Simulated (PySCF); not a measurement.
# B3ErH12 (Er(BH4)3): the cost of one run

Computed with PySCF 2.14.0. Level: PBE0, Er lcecp-1-SVP with ECP57, B def2-SVP, H def2-SVP; scalar-relativistic core potentials, no spin–orbit coupling.

5 further runs of the same task are left out: 2 for a known fault of the program, 3 that didn't finish.

### 1 The system as given

16 atoms, charge 0, spin multiplicity 1.

Bond lengths: Er1–B2 2.412 Å, Er1–H4 2.226 Å, Er1–H5 2.226 Å, Er1–H6 2.265 Å, Er1–B7 2.412 Å, Er1–H9 2.226 Å, Er1–H10 2.226 Å, Er1–H11 2.265 Å, Er1–B12 2.412 Å, Er1–H14 2.226 Å, Er1–H15 2.226 Å, Er1–H16 2.265 Å, B2–H3 1.204 Å, B2–H4 1.261 Å, B2–H5 1.261 Å, B2–H6 1.248 Å, B7–H8 1.204 Å, B7–H9 1.261 Å and more. Angles: B2–Er1–H4 31.2°, B2–Er1–H5 31.2°, B2–Er1–H6 30.7°, B2–Er1–B7 120.0°, B2–Er1–H9 101.7°, B2–Er1–H10 101.7°, B2–Er1–H11 150.7°, B2–Er1–B12 120.0°, B2–Er1–H14 130.8°, B2–Er1–H15 130.8°, B2–Er1–H16 89.3°, H4–Er1–H5 53.2°, H4–Er1–H6 53.0°, H4–Er1–B7 130.8°, H4–Er1–H9 101.5°, H4–Er1–H10 126.9°, H4–Er1–H11 150.9°, H4–Er1–B12 101.7° and more.

As a file:

```xyz
16
charge 0, multiplicity 1
Er    0.00000    0.00000    0.00000
B     2.41221    0.01440    0.00000
H     3.61561   -0.01689    0.00000
H     1.90743   -0.56832    0.99764
H     1.90743   -0.56832   -0.99764
H     1.93948    1.16954    0.00000
B    -1.21857    2.08183    0.00000
H    -1.79318    3.13965    0.00000
H    -0.46153    1.93604    0.99764
H    -0.46153    1.93604   -0.99764
H    -1.98259    1.09487    0.00000
B    -1.19364   -2.09623    0.00000
H    -1.82243   -3.12276    0.00000
H    -1.44590   -1.36772    0.99764
H    -1.44590   -1.36772   -0.99764
H     0.04311   -2.26441    0.00000
```

Formal oxidation states: Er +3. Each metal's 11 4f electrons lie in its core potential, so multiplicities, spins and levels count the valence alone. An earlier session relaxed this geometry at PBE0, Er lcecp-1-SVP with ECP57, B def2-SVP, H def2-SVP (singlet, point group C3h).

Its energy there is -119.865194 Eh.

### 2 Atoms moved at random, σ = 0.1 Å

Contents of run.py (the lines that set the calculation):

```python
mol = gto.M(atom='''
Er    -0.16050     0.05830     0.11667
B      2.55101     0.01232     0.02394
H      3.63186    -0.04715     0.14366
H      1.75041    -0.54849     0.92483
H      1.80686    -0.42111    -1.03442
H      2.08645     1.15704    -0.05484
B     -1.49661     2.14503    -0.04281
H     -1.65246     3.08613    -0.00312
H     -0.56817     1.91813     0.91334
H     -0.40818     1.79875    -0.90989
H     -1.78021     1.14048    -0.05971
B     -1.22339    -2.02603    -0.15807
H     -1.81824    -3.10463     0.01990
H     -1.43634    -1.35724     1.05475
H     -1.43237    -1.43561    -0.94324
H      0.14988    -2.37592     0.00900''',
    basis={'Er': 'lcecp-1-SVP', 'B': 'def2-SVP', 'H': 'def2-SVP'},
    ecp={'Er': 'lcecp-1-SVP'},
    charge=0, spin=0)
mf = dft.RKS(mol, xc='PBE0')
mf.grids.atom_grid = (50, 194)  # f atoms: unpruned, at least (60, 302)
mf = mf.density_fit()  # fitting sets: Er AutoAux, B def2-universal-JKFIT, H def2-universal-JKFIT
mf.conv_tol = 1e-08; mf.max_cycle = 55
mf.kernel(dm0)  # dm0: the density of the relaxed state
```

On the command line:

```console
> OMP_NUM_THREADS=4 python run.py
```

**Question.** How long does this run take on 4 threads of Arm Neoverse V2, shared host?

About 4.4 s.
